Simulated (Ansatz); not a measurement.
# Al5N: one candidate of a structure search

Where does this trial cell of Al5N go when cell and atoms are let free?

Method: DFT PBE, scalar-relativistic, plane waves, PAW, in Ansatz 0.2.0.

## (1) Starting point

Symmetry: P6/mmm, No. 191, hexagonal system. The conventional cell has a = 5.075 Å, b = 5.075 Å, c = 4.225 Å, α = 90.00°, β = 90.00°, γ = 120.00°. Al (site symmetry mmm) has 8 Al at 2.54 to 2.57 Å and 4 N at 3.30 Å as nearest neighbours. Al (site symmetry -6m2) is surrounded by 9 Al at 2.57 to 2.93 Å and 3 N at 2.93 Å. Around N (site symmetry 6/mmm) lie 18 Al at 2.93 to 3.30 Å.

Coordinates:

```
CELL_PARAMETERS angstrom
5.07532 0.00000 0.00000
-2.53766 4.39535 0.00000
0.00000 0.00000 4.22522
ATOMIC_POSITIONS crystal
Al 0.00000 0.50000 0.50000
Al 0.33333 0.66667 0.00000
Al 0.66667 0.33333 0.00000
Al 0.50000 0.00000 0.50000
Al 0.50000 0.50000 0.50000
N 0.00000 0.00000 0.00000
```

Recipe of the guess: species swapped into a database cell of DyRh5 (P6/mmm, No. 191), with N on the Dy sites and Al on the Rh sites. Its size is a rough estimate.

## (2) Probe: one point on a coarse mesh

input.yaml reads:

```yaml
crystal:
  lattice:
    - [5.07531627, 0.0, 0.0]
    - [-2.53765814, 4.39535282, 0.0]
    - [0.0, 0.0, 4.22522144]
  atoms:
    - { symbol: Al, position: [0.0, 0.5, 0.5] }
    - { symbol: Al, position: [0.33333333, 0.66666667, 0.0] }
    - { symbol: Al, position: [0.66666667, 0.33333333, 0.0] }
    - { symbol: Al, position: [0.5, 0.0, 0.5] }
    - { symbol: Al, position: [0.5, 0.5, 0.5] }
    - { symbol: "N", position: [0.0, 0.0, 0.0] }
basis:
  ecutwfc: 420
kpoints:
  mp_grid: { grid: [6, 6, 4] }
hamiltonian:
  xc: pbe
scf:
  occupations: { method: gaussian, width: 0.1 }
  lower_state_search: "off"
output:
  forces: true
  stress: true
  eigenvalues: true
```

Run with:

```console
ansatz run input.yaml --threads 1 --pin off --max-ram 2560MiB --backend cpu --events-out ev --progress --plain --runs-dir out
```

The session goes on with these runs: spin check on a coarse mesh; a loose first relaxation; relaxation on the finer mesh.

What does the calculation give? Wanted: conventional cell; volume; energy over the elements; gap on the mesh; total moment.

**Answer**, as computed:

```
                                                              quantity                                                                       value
                                symmetry at the end (tolerance 0.05 Å)                                                space group P6/mmm (No. 191)
                                                     conventional cell  a = 5.194 Å, b = 5.194 Å, c = 4.662 Å, α = 90.00°, β = 90.00°, γ = 120.00°
                                                                volume                                                               18.15 Å³/atom
energy over the elements (uncorrected; H, N, O, F and Cl as molecules)                                                               +0.98 eV/atom
                                                       gap on the mesh                                                                none (metal)
                                                          total moment                                                                1.73 μB/cell
```

The space group P6/mmm (No. 191) is kept, and the volume per atom grows by 15.6 % from the first guess. The formation energy is positive, so the separate elements lie lower. No finished test with a distortion of lower symmetry is shown, so the end may be a saddle point. Other magnetic orders were not searched.
